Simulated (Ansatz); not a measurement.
# Ge6Mo2W: further runs on a relaxed guess, part 1 of 2

Aim: for this structure of Ge6Mo2W, see whether it has a gap, which orbitals make up the states near it and how charge is shared and repeat the electronic structure at other levels of theory.

Computed with Ansatz 0.2.0 (DFT PBE, scalar-relativistic, plane waves, PAW, unless a step names another level, unless a step's input says otherwise).

1 further run of the same task is left out (set aside as unsound or not needed). Runs told in other sessions of the task aren't counted.

**1. The structure to begin with**

It takes space group I4/mmm (No. 139, tetragonal). Conventional cell: a = 3.339 Å, b = 3.339 Å, c = 24.860 Å, α = 90.00°, β = 90.00°, γ = 90.00°. Around Ge (site symmetry 4mm) lie 5 Ge at 2.68 to 2.77 Å and 4 Mo at 2.71 Å and 1 W at 2.81 Å. Ge (site symmetry 4mm) has 5 Ge at 2.68 to 2.78 Å and 5 Mo at 2.72 to 2.80 Å in its first shell of neighbours. Ge (site symmetry 4mm) has 5 Ge at 2.70 to 2.77 Å and 4 W at 2.72 Å and 1 Mo at 2.79 Å in its first shell of neighbours. Mo (site symmetry 4mm) is surrounded by 10 Ge at 2.71 to 2.80 Å. Around W (site symmetry 4/mmm) lie 10 Ge at 2.72 to 2.81 Å.

Coordinates:

```cif
data_structure
_symmetry_space_group_name_H-M 'I4/mmm'
_symmetry_Int_Tables_number 139
_cell_length_a 3.3391
_cell_length_b 3.3391
_cell_length_c 24.8601
_cell_angle_alpha 90.000
_cell_angle_beta 90.000
_cell_angle_gamma 90.000
_cell_volume 277.17
loop_
_atom_site_label
_atom_site_type_symbol
_atom_site_symmetry_multiplicity
_atom_site_Wyckoff_symbol
_atom_site_fract_x
_atom_site_fract_y
_atom_site_fract_z
_atom_site_occupancy
Ge1 Ge 4 e 0.00000 0.00000 0.11290 1
Ge2 Ge 4 e 0.50000 0.50000 0.27938 1
Ge3 Ge 4 e 0.00000 0.00000 0.44571 1
Mo1 Mo 4 e 0.50000 0.50000 0.16656 1
W1 W 2 a 0.00000 0.00000 0.00000 1
```

It is the end of an earlier relaxation with the same method, from a generated guess; it is a trial structure. At a tolerance of 0.05 Å it has space group I4/mmm (No. 139); it has 15.40 Å³/atom, an uncorrected energy of -0.07 eV/atom over the elements.

**2. Static run: bands, density of states and charges**

input.yaml reads:

```yaml
crystal:
  lattice:
    - [-1.669535, 1.669535, 12.4300451]
    - [1.669535, -1.669535, 12.4300451]
    - [1.669535, 1.669535, -12.4300451]
  atoms:
    - { symbol: Ge, position: [0.112901, 0.112901, 0.0] }
    - { symbol: Ge, position: [0.779384, 0.779384, 0.0] }
    - { symbol: Ge, position: [0.445715, 0.445715, 0.0] }
    - { symbol: Ge, position: [0.220616, 0.220616, 0.0] }
    - { symbol: Ge, position: [0.887099, 0.887099, 0.0] }
    - { symbol: Ge, position: [0.554285, 0.554285, 0.0] }
    - { symbol: Mo, position: [0.666561, 0.666561, 0.0] }
    - { symbol: Mo, position: [0.333439, 0.333439, 0.0] }
    - { symbol: W, position: [0.0, 0.0, 0.0] }
basis:
  ecutwfc: 420
kpoints:
  mp_grid: { grid: [16, 16, 16] }
  band_path:
    path:
      - [[0.0, 0.0, 0.0], [0.0, 0.0, 0.5], [0.25, 0.25, 0.25], [0.0, 0.5, 0.0], [0.0, 0.0, 0.0], [0.5, 0.5, -0.5], [0.25451009, 0.74548991, -0.25451009]]
      - [[-0.25451009, 0.25451009, 0.25451009], [0.0, 0.0, 0.0]]
      - [[0.0, 0.0, 0.5], [-0.00902019, 0.00902019, 0.5]]
      - [[0.5, 0.5, -0.00902019], [0.5, 0.5, -0.5]]
    npoints: 14
hamiltonian:
  xc: pbe
scf:
  occupations: { method: gaussian, width: 0.1 }
  n_extra_bands: 22
output:
  forces: true
  stress: true
  eigenvalues: true
  populations: true
  dos: { projected: true, de: 0.02, nscf_kmesh: { grid: [20, 20, 20] } }
  bader: true
  write_density: true
  write_potential: true
  elf: true
  volumetric_format: npy
```

Run with:

```sh
> ansatz run input.yaml --threads 4 --pin off --max-ram 8192MiB --backend cpu --events-out ev --progress --plain --runs-dir out
```

The program printed:

```text
Warning: RAYON_NUM_THREADS=4 ignored (pool sized by the plan → 4); use --threads N
basis.fft_grid_basis auto: the FFT boxes are laid along the combinations [[1, -1, 0], [0, 1, 0], [1, 0, 1]] of the cell's own vectors, 4.722, 12.652 and 3.339 Å long. The dense box has 32×90×24 points. Along the cell's own vectors, as sized, it would have 90×90×90, 10.55 times as many. Of the 16 symmetry operations that the crystal satisfies within crystal.symmetry.tolerance (time reversal apart; of a slab, those that keep its plane) the dense box along the cell's own vectors carries 16, and the one as laid loses 14 of those. basis.fft_grid_basis: typed keeps the cell's own vectors: state it where this run's energies or levels are differenced outside the engine with another run's, or held beside a run that keeps those vectors. Those combinations have planes normal to reciprocal vector 3, as the cell's own vectors have. Each planar average written beside output.write_density, output.write_potential has a row for each plane of the box: 24. The volumetric files lie along those combinations, not along the cell's own vectors: a cube or XSF file states them, and fields.json those of NumPy files.
scf.n_extra_bands = 22 over 63 filled bands (N_el = 126.0): the run solves 85 bands
Engine: ansatz 0.2.0, x86_64-unknown-linux-gnu
Pseudopotentials: kind: paw
Pseudopotential: Ge, paw, valence charge 14, recommended cutoff 420 eV (normal), Ge.paw.azcp
Pseudopotential: Mo, paw, valence charge 14, recommended cutoff 420 eV (normal), Mo.paw.azcp
Pseudopotential: W, paw, valence charge 14, recommended cutoff 420 eV (normal), W.paw.azcp
Functional definition: PBE
  parameter kappa = 0.804
  parameter beta = 0.06672455060314922
  exchange = pbe_x(kappa = kappa, mu = beta*pi^2/3)
  correlation = pbe_c(beta = beta)
Crystal: 9 atoms, lattice volume = 138.587 Å³
Basis set: ecut = 420 eV, 2725 PW (Γ), FFT grids on a1−a2, a2, a1+a3, exchange–correlation on 64×180×48 points (8 copies of the dense FFT grid, shifted against one another)
Bands: 85, of which v1, the nominal top of the filled ones, is band 63 counted from 1 (62 counted from 0)
Symmetry: 16 space group operations
Space group: I4/mmm (ITA 139), of the structure as read, at distance tolerance 5.2e-5 Å
k-points: 349 of 4096
Non-local potential: Ge, projectors of the file, l = 0: 2, l = 1: 2, l = 2: 3, l = 3: 1
Non-local potential: Mo, projectors of the file, l = 0: 3, l = 1: 2, l = 2: 2, l = 3: 1
Non-local potential: W, projectors of the file, l = 0: 3, l = 1: 2, l = 2: 2, l = 3: 1
PAW form: soft (Blöchl's): semilocal exchange-correlation on the pseudo side does not see the compensation charge
PAW one-centre angular grid: Ge, 590 points (default); XC on 64 Gauss nodes
PAW one-centre angular grid: Mo, 590 points (default); XC on 64 Gauss nodes
PAW one-centre angular grid: W, 590 points (default); XC on 64 Gauss nodes
Initial density: superposition of atomic densities (neutral atoms: chi_scale 0, normalization atom), corrected by the library's trained network
Initial wavefunctions: pseudopotential atomic-orbital guess
Functional: x = pbe(κ = 0.804, μ = 0.2195149727645171), c = pbe(β = 0.06672455060314922)
SCF iter   1: F=—  HF=-46067.396809 eV  |F-HF|=—  |Δ(HF+E_count)|=         —  Δρ=2.94e-3  dr2=1.43e-2  ethr=1.77e-3  ⟨swp⟩=5.0  Hψ=119224  notcnv=0  defer=866
preconditioner: auto → Kerker (q_TF=auto, 2.685 Å⁻¹)  [metal: Δε(μ)=0.002 eV  Ē_g=21.010 eV  σ=0.100 eV  W_gap=0.01  n_scr=46 (ndim 8)  ℏωp=31.9 eV  f_vac=0.000  D(μ)=2.48/eV (n_scr^D=6)]
SCF iter   2: F=—  HF=-46067.397847 eV  |F-HF|=—  |Δ(HF+E_count)|=   1.04e-3  Δρ=1.72e-3  dr2=6.13e-3  ethr=1.13e-5  ⟨swp⟩=1.0  Hψ=34202  notcnv=0  defer=1043
SCF iter   3: F=—  HF=-46067.398167 eV  |F-HF|=—  |Δ(HF+E_count)|=   3.19e-4  Δρ=3.01e-4  dr2=3.86e-4  ethr=4.87e-6  ⟨swp⟩=2.0  Hψ=28237  notcnv=0  defer=1043
SCF iter   4: F=—  HF=-46067.398080 eV  |F-HF|=—  |Δ(HF+E_count)|=   8.65e-5  Δρ=1.45e-4  dr2=1.03e-4  ethr=3.06e-7  ⟨swp⟩=2.0  Hψ=40255  notcnv=0  defer=1043
SCF iter   5: F=—  HF=-46067.398075 eV  |F-HF|=—  |Δ(HF+E_count)|=   5.58e-6  Δρ=5.05e-5  dr2=1.82e-5  ethr=8.20e-8  ⟨swp⟩=2.6  Hψ=39390  notcnv=0  defer=1043
SCF iter   6: F=—  HF=-46067.398117 eV  |F-HF|=—  |Δ(HF+E_count)|=   4.28e-5  Δρ=1.61e-5  dr2=2.96e-6  ethr=1.45e-8  ⟨swp⟩=1.3  Hψ=24664  notcnv=0  defer=1043
SCF iter   7: F=—  HF=-46067.398117 eV  |F-HF|=—  |Δ(HF+E_count)|=   2.56e-7  Δρ=4.63e-6  dr2=1.95e-7  ethr=2.35e-9  ⟨swp⟩=2.0  Hψ=27153  notcnv=0  defer=1043
SCF iter   8: F=-46067.398117 eV  HF=-46067.398117 eV  |F-HF|=1.04e-8  |Δ(HF+E_count)|=   9.81e-9  Δρ=1.81e-6  dr2=5.75e-9  ethr=7.94e-11  ⟨swp⟩=12.0  Hψ=185160  notcnv=0
SCF 1 converged in 8 iterations: F = -46067.398117 eV  dr2 = 5.75e-9
NSCF: frozen V_eff on 130 k-points
NSCF: frozen V_eff on 641 k-points
SCF converged after 8 iterations
Free energy (F): -46067.398117 eV
Harris-Foulkes:  -46067.398117 eV  (|F-HF|=1.04e-8)
Internal energy: -46067.385308 eV  (E = F + TS)
E sigma→0 (E₀):  -46067.391712 eV
Entropy (-TS):   -0.012809 eV (-1.423 meV/atom)
Fermi energy:    16.815577 eV
--- Per-component energies (eV) ---
  E_band       = -597.370142
  E_kinetic    = 2010.614631
  E_local      = -13938.243057  (includes V_loc(G=0)·N_el)
  E_nonlocal   = 2801.211200
  E_hartree    = 5957.625227
  E_xc         = -1092.881823
  E_vxc        = -1092.529920  (∫ρ·V_xc dr)
  E_paw        = -27086.935203  (= ΣΔE_a)
  E_vpaw       = -2293.674493  (= ΣTr[D̂ρ^β])
  E_aug_tail   = 0.002050  (compensation charges beyond the density's cutoff)
  E_ewald      = -14718.778332
  E_smearing   = -0.012809  (= −TS)
  E_closure    = -0.000000  (closes the sum)
  Σ components = -46067.398117   (vs F -46067.398117, Δ=0.00e0)
--- Forces (eV/Å), atoms counted from 1 ---
  atom   1  Ge    -0.00000000    -0.00000000     0.00037368
  atom   2  Ge     0.00000000     0.00000000    -0.00284727
  atom   3  Ge     0.00000000    -0.00000000     0.00756295
  atom   4  Ge     0.00000000     0.00000000     0.00284727
  atom   5  Ge     0.00000000    -0.00000000    -0.00037368
  atom   6  Ge     0.00000000     0.00000000    -0.00756295
  atom   7  Mo     0.00000000     0.00000000    -0.00062874
  atom   8  Mo     0.00000000     0.00000000     0.00062874
  atom   9  W      0.00000000    -0.00000000     0.00000000
  max |Σ_I F_I| component: 8.67e-19 eV/Å
--- Stress (GPa, compression-positive) ---
       -0.030136       0.000000      -0.000000
        0.000000      -0.030136      -0.000000
       -0.000000       0.000000       0.036969
  P = ⅓ Tr σ = -0.0078 GPa (-0.078 kbar)
--- Band table (eV; the first three rows and the last of 349) ---
  k-point 0: bands = ["-57.1545", "-44.0487", "-44.0486", "-21.4027", "-21.3939", "-21.3939", "-18.1622", "-18.1574", "-18.1221", "-18.1221", "-18.1221", "-18.1221", "-7.9161", "-7.9135", "-7.8857", "-7.8821", "-7.8795", "-7.8753", "-7.8699", "-7.8699", "-7.8685", "-7.8643", "-7.8643", "-7.8620", "-7.8540", "-7.8321", "-7.8321", "-7.8024", "-7.7954", "-7.7938", "-7.7938", "-7.7900", "-7.7791", "-7.7653", "-7.7653", "-7.7609", "-7.7574", "-7.7565", "-7.7565", "-7.7524", "-7.7456", "-7.7452", "3.2797", "4.2888", "4.3683", "7.3598", "7.5733", "10.9095", "12.0039", "13.9687", "14.1218", "14.2519", "14.5351", "14.5351", "15.2846", "15.3128", "15.3429", "15.3429", "15.3926", "15.3926", "17.2056", "17.2206", "17.5749", "17.6169", "17.6169", "17.6688", "17.7766", "17.7766", "17.8504", "19.4119", "20.3159", "20.3159", "20.3578", "21.7289", "21.7289", "21.8978", "22.0116", "22.2066", "23.2537", "23.3394", "24.4070", "24.4070", "24.5899", "24.5899", "24.6651"]
  k-point 1: bands = ["-57.1542", "-44.0479", "-44.0478", "-21.4015", "-21.3990", "-21.3985", "-18.1607", "-18.1561", "-18.1280", "-18.1280", "-18.1274", "-18.1273", "-7.9149", "-7.9123", "-7.8845", "-7.8809", "-7.8805", "-7.8772", "-7.8714", "-7.8680", "-7.8676", "-7.8656", "-7.8633", "-7.8613", "-7.8552", "-7.8340", "-7.8317", "-7.8006", "-7.7997", "-7.7953", "-7.7910", "-7.7883", "-7.7799", "-7.7688", "-7.7637", "-7.7620", "-7.7582", "-7.7563", "-7.7549", "-7.7498", "-7.7440", "-7.7427", "3.3933", "4.3931", "4.4683", "7.4502", "7.6562", "11.0119", "11.8043", "13.8368", "13.9843", "14.2621", "14.3069", "14.7892", "14.8216", "14.9543", "15.2902", "15.3014", "15.3127", "15.3471", "16.7785", "16.7882", "16.9384", "17.6201", "17.7023", "17.7574", "17.7589", "18.6874", "18.6886", "18.9575", "20.0174", "20.3478", "20.5212", "21.1876", "22.2793", "22.3942", "22.4967", "22.8371", "23.2969", "23.3325", "23.6390", "23.8119", "24.7827", "24.8675", "25.3947"]
  k-point 2: bands = ["-57.1533", "-44.0457", "-44.0456", "-21.4131", "-21.4116", "-21.3982", "-18.1563", "-18.1523", "-18.1444", "-18.1443", "-18.1423", "-18.1423", "-7.9113", "-7.9086", "-7.8870", "-7.8836", "-7.8830", "-7.8784", "-7.8757", "-7.8667", "-7.8659", "-7.8637", "-7.8602", "-7.8560", "-7.8527", "-7.8380", "-7.8298", "-7.8049", "-7.7989", "-7.7938", "-7.7929", "-7.7849", "-7.7791", "-7.7751", "-7.7689", "-7.7604", "-7.7555", "-7.7533", "-7.7514", "-7.7474", "-7.7410", "-7.7403", "3.7286", "4.7004", "4.7636", "7.7000", "7.8809", "11.2890", "11.4103", "13.4717", "13.6033", "13.7402", "13.8166", "14.0813", "14.3205", "15.2138", "15.2257", "15.2331", "15.2385", "15.4151", "15.8970", "16.2247", "16.2874", "17.6385", "17.7169", "17.9355", "17.9567", "18.3142", "19.7078", "19.7142", "19.9827", "20.4039", "20.5304", "20.8358", "22.2990", "22.4442", "23.2908", "23.3138", "23.4505", "23.4592", "23.6064", "24.3259", "25.1091", "25.3961", "25.6520"]
  k-point 348: bands = ["-57.1545", "-44.0487", "-44.0486", "-21.4027", "-21.3939", "-21.3939", "-18.1622", "-18.1575", "-18.1221", "-18.1221", "-18.1221", "-18.1221", "-7.9295", "-7.8862", "-7.8831", "-7.8813", "-7.8791", "-7.8768", "-7.8759", "-7.8745", "-7.8745", "-7.8688", "-7.8618", "-7.8524", "-7.8524", "-7.8428", "-7.8428", "-7.7947", "-7.7909", "-7.7825", "-7.7825", "-7.7793", "-7.7790", "-7.7789", "-7.7763", "-7.7763", "-7.7614", "-7.7568", "-7.7532", "-7.7532", "-7.7453", "-7.7363", "3.4311", "3.7044", "5.0761", "6.3541", "9.2181", "9.3311", "13.8120", "13.8257", "13.9576", "14.1591", "14.2253", "14.7240", "14.7240", "14.7671", "14.7671", "15.2456", "16.3423", "16.3423", "16.4018", "16.4018", "17.2059", "17.2202", "17.5749", "17.8887", "17.9478", "19.1101", "19.1101", "19.3085", "19.3085", "19.5272", "20.8914", "21.6391", "22.0521", "22.2444", "22.3364", "22.6996", "22.6996", "22.9883", "22.9883", "24.0775", "24.8018", "25.6344", "25.8217"]
--- Löwdin populations: 9 sites ---
  site symbol       q [e]
     0     Ge     13.9867
     1     Ge     13.9733
     2     Ge     14.0421
     3     Ge     13.9733
     4     Ge     13.9867
     5     Ge     14.0421
     6     Mo     13.9444
     7     Mo     13.9444
     8      W     13.7426
  spilling = 0.002893 (of n_electrons = 126.000000)
--- Bader charges: 9 sites ---
  site symbol  charge [e]  shift [e]
     0     Ge     -0.1557     0.0001
     1     Ge     -0.1561     0.0001
     2     Ge     -0.1617     0.0001
     3     Ge     -0.1561     0.0001
     4     Ge     -0.1557     0.0001
     5     Ge     -0.1618     0.0001
     6     Mo      0.3150     0.0001
     7     Mo      0.3150     0.0001
     8      W      0.3170     0.0002
  estimated error of the sums over rays = 7.1e-4 e
```

It took 3.2 min on 4 threads of Intel Xeon Platinum 8259CL at 2.50GHz (Skylake/Cascade Lake), shared host; peak memory 4.4 GiB.

By site:

```csv
atom,Löwdin electrons,Bader charge (e),Bader volume (Å³)
Ge1,13.99,-0.16,15.2
Ge2,13.97,-0.16,15.3
Ge3,14.04,-0.16,15.0
Ge4,13.97,-0.16,15.3
Ge5,13.99,-0.16,15.2
Ge6,14.04,-0.16,15.0
Mo7,13.94,+0.32,15.6
Mo8,13.94,+0.32,15.6
W9,13.74,+0.32,16.4
```

The Löwdin counts miss 0.36 of the 126 electrons, which the atomic orbitals do not span, so they are no charges.

From bands.tsv, the levels nearest the Fermi level at the path's corners, in eV from the Fermi level:

| point | band 60 | band 61 | band 62 | band 63 | band 64 | band 65 | band 66 | band 67 |
| --- | --- | --- | --- | --- | --- | --- | --- | --- |
| Γ | -1.42 | 0.39 | 0.41 | 0.76 | 0.80 | 0.80 | 0.85 | 0.96 |
| X | -2.28 | -1.64 | -1.46 | -1.17 | 0.22 | 0.27 | 1.82 | 1.82 |
| P | -1.93 | -1.93 | -1.27 | -1.27 | -0.29 | 1.26 | 1.35 | 1.82 |
| N | -2.14 | -0.25 | -0.18 | 0.01 | 1.68 | 1.74 | 2.22 | 2.37 |
| Γ | -1.42 | 0.39 | 0.41 | 0.76 | 0.80 | 0.80 | 0.85 | 0.96 |
| M | -0.47 | -0.41 | -0.41 | 0.39 | 0.41 | 0.76 | 1.07 | 1.13 |
| S | -2.16 | -0.23 | -0.19 | -0.01 | 1.66 | 1.76 | 2.21 | 2.41 |
| S0 | -2.16 | -0.23 | -0.19 | -0.01 | 1.66 | 1.76 | 2.21 | 2.41 |
| Γ | -1.42 | 0.39 | 0.41 | 0.76 | 0.80 | 0.80 | 0.85 | 0.96 |
| X | -2.28 | -1.64 | -1.46 | -1.17 | 0.22 | 0.27 | 1.82 | 1.82 |
| R | -2.28 | -1.64 | -1.47 | -1.18 | 0.22 | 0.27 | 1.81 | 1.82 |
| G | -2.28 | -1.64 | -1.47 | -1.18 | 0.22 | 0.27 | 1.81 | 1.82 |
| M | -0.47 | -0.41 | -0.41 | 0.39 | 0.41 | 0.76 | 1.07 | 1.13 |

Counts of states by energy window (eV from the Fermi level), total and by projection:

```
from  to  total  Ge 4s  Ge 4p  Mo 4d  W 5d
  -8  -7   1.59   0.81   0.41   0.22  0.11
  -7  -6   1.20   0.42   0.46   0.14  0.09
  -6  -5   3.20   0.19   2.13   0.45  0.25
  -5  -4   3.06   0.34   1.75   0.53  0.29
  -4  -3   3.98   0.43   1.78   1.00  0.54
  -3  -2   8.62   0.40   3.14   3.22  1.59
  -2  -1   7.76   0.22   2.80   3.23  1.30
  -1   0   2.99   0.08   0.48   1.66  0.73
   0   1   2.62   0.40   0.63   1.08  0.45
   1   2   6.91   0.97   1.41   3.26  1.09
   2   3   4.13   0.56   1.32   1.01  1.03
   3   4   6.36   0.77   2.54   1.36  0.70
   4   5   4.83   0.35   2.40   0.71  0.42
   5   6   4.62   0.21   2.42   0.48  0.32
```

Below -8 eV lie 94 or so more states.

Axes a, b and c in the maps are those of this run's conventional cell (a, b, c = 3.339, 3.339, 24.860 Å).

Density in a lattice plane of the grid's cell (edges 3.34 and 24.86 Å, at 0.000 of the third edge), which holds Ge and Mo and W.

Values in e/Å³, 12 rows by 6 columns:
```
1.17 0.53 0.19 0.11 0.19 0.53
0.30 0.26 0.21 0.19 0.21 0.26
1.21 0.53 0.19 0.11 0.19 0.53
6.32 4.19 0.39 0.19 0.39 4.19
1.30 0.54 0.19 0.11 0.19 0.54
0.31 0.26 0.23 0.21 0.23 0.26
1.30 0.54 0.19 0.11 0.19 0.54
6.32 4.19 0.39 0.19 0.39 4.19
1.21 0.53 0.19 0.11 0.19 0.53
0.30 0.26 0.21 0.19 0.21 0.26
1.17 0.53 0.19 0.11 0.19 0.53
3.55 4.00 0.41 0.21 0.41 4.00
```
Columns run along the first of these edges and rows up along the second, over one cell in 6 and 12 even steps from the bottom left corner. Atoms in the plane (fractional): Ge at (0.00, 0.11), Ge at (0.00, 0.78), Ge at (0.00, 0.45), Ge at (0.00, 0.22), Ge at (0.00, 0.89), Ge at (0.00, 0.55), Mo at (0.00, 0.67), Mo at (0.00, 0.33), W at (0.00, 0.00).

ELF in the same plane.

Ten even steps from '0' (0.00) to '9' (0.67):
```
344344
034143
456565
147574
453135
643534
992529
773137
025352
455555
025352
773137
992529
643534
453135
147574
456565
034143
344344
092529
```
Columns run along the first of these edges and rows up along the second, over one cell in 6 and 20 even steps from the bottom left corner. Atoms in the plane (fractional): Ge at (0.00, 0.11), Ge at (0.00, 0.78), Ge at (0.00, 0.45), Ge at (0.00, 0.22), Ge at (0.00, 0.89), Ge at (0.00, 0.55), Mo at (0.00, 0.67), Mo at (0.00, 0.33), W at (0.00, 0.00).

Both are smooth fields of the valence electrons: close to the nuclei they are not physical.

Outside the cores ELF peaks at 0.56 on the Ge–W line, 1.2 Å from Ge; 0.54 on the Ge–Mo line, 1.2 Å from Ge; 0.51 beside Ge, off the lines to its neighbours, 1.3 Å from Ge.

(Continued in part 2 of 2.)
